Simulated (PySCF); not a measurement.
**A diatomic session: NaZn**

What are the lowest state that PBE0 finds, the bond length, vibrational wavenumber and bond energy of NaZn, and how much do these hang on the method?

Computed with PySCF 2.14.0. Level: Na def2-SVPD, Zn def2-SVPD, no relativity.

### 1 The job

A driver script around PySCF takes these settings:

```
atoms                         : Na, Zn
charge                        : 0
basis                         : Na def2-SVPD, Zn def2-SVPD
Hamiltonian                   : no relativity
basis functions               : 52
electrons treated             : 41
masses in u                   : 22.9898, 63.9291
levels                        : PBE0, PBE, r²SCAN, TPSS, B2PLYP, B3LYP, HF, MP2, SCS-MP2
grid                          : 80 radial by 434 angular points
occupations                   : held fixed by the projection of orbital angular momentum
dissociation limit            : Na + Zn, each in its ground configuration
starting distance in angstrom : 2.765
values of 2S to try           : 1, 3
```

The run is started by

```console
> OMP_NUM_THREADS=1 python dia.py task.json out
```

After this run come: The PBE0 curve of the state that the search chose; Higher solutions at PBE0; PBE; r²SCAN; TPSS; B2PLYP (double hybrid); B3LYP (global hybrid GGA); UHF (mean field).

**Question.** What will these runs give? Wanted: for each run, Re; ωe; De; μ.

**Answer**, as computed:

Lowest PBE0 solution found, without spin–orbit coupling: ²Σ⁺ (doublet), unpaired electrons σ ↑. State 3 has its PBE0 minimum 3.47 eV higher. The other levels ran on the lowest alone.

| level | Re (Å) | ωe (cm⁻¹) | De (eV) | μ (D) |
| --- | --- | --- | --- | --- |
| UHF-MP2 | 3.344 | 69.2 | 0.078 | n/a |
| UHF-SCS-MP2 | 3.466 | 52.7 | 0.048 | n/a |
| PBE | 3.053 | 120.1 | 0.286 | -0.51 |
| TPSS | 3.045 | 123.9 | 0.305 | -0.55 |
| r²SCAN | 3.045 | 124.4 | 0.327 | -1.06 |
| B3LYP | 3.128 | 104.5 | 0.178 | -0.43 |
| PBE0 | 3.136 | 106.2 | 0.214 | -0.54 |
| B2PLYP | 3.183 | 96.5 | 0.139 | -0.11 |

De is counted to Na + Zn in their ground configurations. A positive dipole means Na(−)Zn(+). No constants: UHF (no minimum is bracketed among the points kept).

**Reading.** Bond lengths run from 3.045 Å (r²SCAN) to 3.466 Å (UHF-SCS-MP2). Of the levels with a De here, UHF-SCS-MP2 gives the least (0.048 eV) and r²SCAN the most (0.327 eV).

Correlated steps freeze 6 core orbitals. B2PLYP dipoles, levels and charges come from its SCF part alone. The bond is weak, and basis-set superposition, which was not computed, may be a sizeable part of it.
